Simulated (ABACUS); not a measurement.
The system is HfIn4SiO6.

```
CELL_PARAMETERS angstrom
2.71585 -4.70357 0.00833
2.71585 4.70357 0.00833
-1.87915 0.00000 7.40127
ATOMIC_POSITIONS crystal
Hf 0.78835 0.21165 0.00000
In 0.62175 0.37825 0.50000
In 0.45502 0.54498 0.00000
In 0.28407 0.71593 0.50000
In 0.95814 0.04186 0.50000
Si 0.12168 0.87832 0.00000
O 0.06219 0.11415 0.86666
O 0.88585 0.93781 0.13334
O 0.79490 0.53784 0.86663
O 0.46216 0.20510 0.13337
O 0.15352 0.62879 0.13333
O 0.37121 0.84648 0.86667
```

The cell was built by a generator and needn't be a form met in nature.

Base run:

| Property | Result |
| --- | --- |
| Program | ABACUS 3.10.1 |
| Functional | PBE |
| Potentials or basis | PseudoDojo NC SR 0.4.1 PBE standard |
| Cutoff | 1361 eV |
| Density cutoff | 5442 eV |
| Basis | TZDP LCAO (the cutoffs set its grid) |
| k mesh | 6 × 6 × 4 |
| Occupations | fermi-dirac, width 0.05 eV |
| Spin | no spin polarisation |

Its results: band gap on the k mesh none (metal or under the smearing width); pressure 0.2 GPa; largest force 0.099 eV/Å.

Task: The run is repeated on the same cell with these changes: basis from TZDP LCAO (the cutoffs set its grid) to DZP LCAO (the cutoffs set its grid). What comes out?

Result: Band gap on the k mesh none (metal or under the smearing width); pressure 1.1 GPa; largest force 0.243 eV/Å.

Caveats: the atomic orbitals were generated for these runs and aren't a published set; the basis of atomic orbitals isn't converged, which shifts pressures, moduli and gaps.
